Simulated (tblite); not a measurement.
# C5H10OSi: the cost of one run

The runs use tblite 0.8.0 and PySCF 2.14.0, with density-fitted response routines of our own; the level of theory stands in each step. All values are computed, except where a source is named. Atoms count from 0, in the outputs and in this text.

## (1) The starting structure

17 atoms, charge 0, multiplicity 1; geometry from: force field or distance geometry start.

Bonds of the start (Å): C0–C1 1.34, C1–Si2 1.82, Si2–C3 1.89, C3–C4 1.50, C4–C5 1.48, C5–O6 1.37, O6–Si2 1.73, C0–H7 1.09, C0–H8 1.09, C1–H9 1.08, Si2–H10 1.46, C3–H11 1.12, C3–H12 1.09, C4–H13 1.11, C4–H14 1.11, C5–H15 1.13, C5–H16 1.11.

## (2) Geometry optimisation with GFN2-xTB

Job settings and geometry (Å):

```
{"job": {"kind": "relax", "xc": "GFN2-xTB", "basis": "xTB"}, "charge": 0, "multiplicity": 1}
C      3.198500    -0.044800     0.639000
C      2.060700    -0.358700    -0.001000
Si     0.407500    -0.257600     0.753600
C     -0.928500    -0.919500    -0.413600
C     -1.928700     0.189500    -0.325400
C     -1.566700     1.118300     0.766900
O     -0.212800     1.354900     0.775100
H      3.228100     0.323100     1.668200
H      4.137800    -0.148500     0.102400
H      2.165800    -0.712400    -1.010900
H      0.267200    -0.938800     2.040700
H     -1.321400    -1.848300     0.069900
H     -0.488200    -1.075100    -1.394400
H     -2.895500    -0.278600    -0.050700
H     -2.117700     0.696100    -1.298200
H     -2.067200     2.106300     0.557900
H     -1.946000     0.806100     1.760200
```

Run with:

```
OMP_NUM_THREADS=1 python probes_run.py task.json out
```

This one command runs all jobs of the session in turn.

**Question.** How long does this first job take on 1 thread of Arm Neoverse N1, shared host, and how much memory does it need?

About 1.7 s, with a peak of 0.18 GiB.
